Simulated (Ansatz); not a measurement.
# WO+ (sextet): wave-function methods side by side, def2-TZVPP

One table from this session's results is given with a row withheld; the runs are named, their logs left out.

Computed with Ansatz 0.2.0, Gaussian basis. Level: def2-TZVPP, core rule «outside noble gas», up to 5 orbitals frozen.

The runs, in order: UHF; ROHF; CCSD(T) on UHF.

**The geometry**

The geometry is a PBE0/def2-TZVP stationary point (not a proven minimum). No spin-orbit coupling is included. Elements past krypton take def2 core potentials.

2 atoms, charge 1, spin multiplicity 6.

Atoms are counted from 1 here; the program's logs count them from 0.

Bond lengths: W1–O2 1.881 Å.

The first run:

Input file in.yaml:

```yaml
crystal:
  periodic: [false, false, false]
  atoms:
    - {symbol: W, position_ang: [0.000000, 0.000000, 0.000000]}
    - {symbol: O, position_ang: [0.000000, 0.000000, 1.880600]}
basis:
  gaussian: {orbitals: def2-TZVPP}
total_charge: 1
magnetization: {spin_polarized: true, initial_magnetization: 5}
hamiltonian: {xc: hf}
output: {orbitals: {seedname: orbitals}}
```

On the command line:

```
ansatz run in.yaml --threads 1 --pin off --events-out ev --progress --plain --max-ram 4096MiB --backend cpu
```

Among the steps run: UHF; ROHF; CCSD(T) on UHF.

One table of the session follows, with a row left open; its other results are not shown here.

| method | from UCCSD(T) (meV) |
| --- | --- |
| ROHF | +8402.4 |
| UHF | ? |
| UMP2 | +822.1 |
| UCCSD | +384.1 |
| UCCSD(T) | 0 |

**Question.** Estimate the row for UHF.

As computed: from UCCSD(T) (meV): +8132.3. In the column «from UCCSD(T) (meV)» it lies between UMP2 (+822.1) and ROHF (+8402.4).
